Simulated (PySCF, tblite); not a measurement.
# C₃H₁₂N₂Si: geometry, infrared bands and NMR shifts

Wanted: the infrared bands and NMR shifts of C₃H₁₂N₂Si (`CC(C)N[SiH2]N`), by calculation.

Computed with tblite 0.8.0 and PySCF 2.14.0, with density-fitted response routines of our own, on a single molecule in the gas phase. Atoms are numbered from 0 throughout.

## Step 1: Starting geometry

18 atoms, charge 0, multiplicity 1; geometry from: force field or distance geometry start.

Bonds of the start (Å): C0–C1 1.50, C1–C2 1.52, C1–N3 1.42, N3–Si4 1.76, Si4–N5 1.80, C0–H6 1.11, C0–H7 1.09, C0–H8 1.12, C1–H9 1.11, C2–H10 1.10, C2–H11 1.10, C2–H12 1.13, N3–H13 1.02, Si4–H14 1.45, Si4–H15 1.48, N5–H16 1.03, N5–H17 1.04.

## Step 2: Relaxing the molecule with GFN2-xTB

The job: settings as JSON, then the geometry in Å.

```
{"job": {"kind": "relax", "xc": "GFN2-xTB", "basis": "xTB"}, "charge": 0, "multiplicity": 1}
C     -1.068100     1.120300     1.063600
C     -1.037400     0.451100    -0.279500
C     -1.818800    -0.848900    -0.276600
N      0.256300     0.262000    -0.845900
Si     1.404300    -0.711000     0.072000
N      3.000900     0.093900    -0.097800
H     -1.381200     0.352400     1.807300
H     -0.155400     1.634700     1.376700
H     -1.899700     1.875100     1.096000
H     -1.583700     1.126000    -0.966100
H     -1.643000    -1.478600     0.610700
H     -1.556000    -1.391900    -1.195300
H     -2.914100    -0.568000    -0.246000
H      0.671300     1.104500    -1.256400
H      1.134600    -0.852300     1.488600
H      1.600200    -2.076800    -0.452400
H      3.712300    -0.496700    -0.556500
H      3.268600     0.410300     0.851800
```

Command:

```sh
OMP_NUM_THREADS=1 python probes_run.py task.json out
```

This one command runs all jobs of the session in turn.

**Question.** This job is followed by: GFN2-xTB harmonic vibrations, gas phase; GIAO PBE0/pcSseg-1 NMR shielding, non-relativistic, gas phase. Predict these results of the whole session: strongest single infrared mode (GFN2-xTB); zero-point energy (GFN2-xTB); 13C shifts against TMS (PBE0/pcSseg-1, means over atoms taken as alike); 1H shifts against TMS (PBE0/pcSseg-1, means over atoms taken as alike); 15N shifts against NH3 (PBE0/pcSseg-1); 29Si shifts against TMS (PBE0/pcSseg-1); surface potential, 1st and 99th percentile.

**Answer**, as computed:

```
                                                               quantity                              value
                              strongest single infrared mode (GFN2-xTB)              2080 cm⁻¹, 424 km/mol
                                           zero-point energy (GFN2-xTB)                      94.6 kcal/mol
13C shifts against TMS (PBE0/pcSseg-1, means over atoms taken as alike)                     47.9, 27.4 ppm
 1H shifts against TMS (PBE0/pcSseg-1, means over atoms taken as alike)  5.43, 3.28, 1.23, 0.15, -0.17 ppm
                                 15N shifts against NH3 (PBE0/pcSseg-1)                      47.4, 5.9 ppm
                                29Si shifts against TMS (PBE0/pcSseg-1)                          -42.0 ppm
                                  surface potential, 1st and 99th percentile                 -1.51 V and 1.44 V
```

In words: The optimisation took 93 steps and gained 0.636 eV; among the close pairs (by a distance rule), Si4–N5 changed most, from 1.796 to 1.727 Å. No mode is imaginary among the 48: a minimum at this level. The strongest single mode, at 2080 cm⁻¹, moves mainly H14. GFN2-xTB is a fitted tight-binding method: band positions and strengths are rough. Its intensities can rank the bands wrongly. C1 (sp3 CH bonded to N) lies farthest downfield among carbon, at 47.9 ppm; pulled downfield by the heteroatom. At PBE0/pcSseg-1: Shielding is most anisotropic at N3 (span 117 ppm, paramagnetic term -104 ppm).
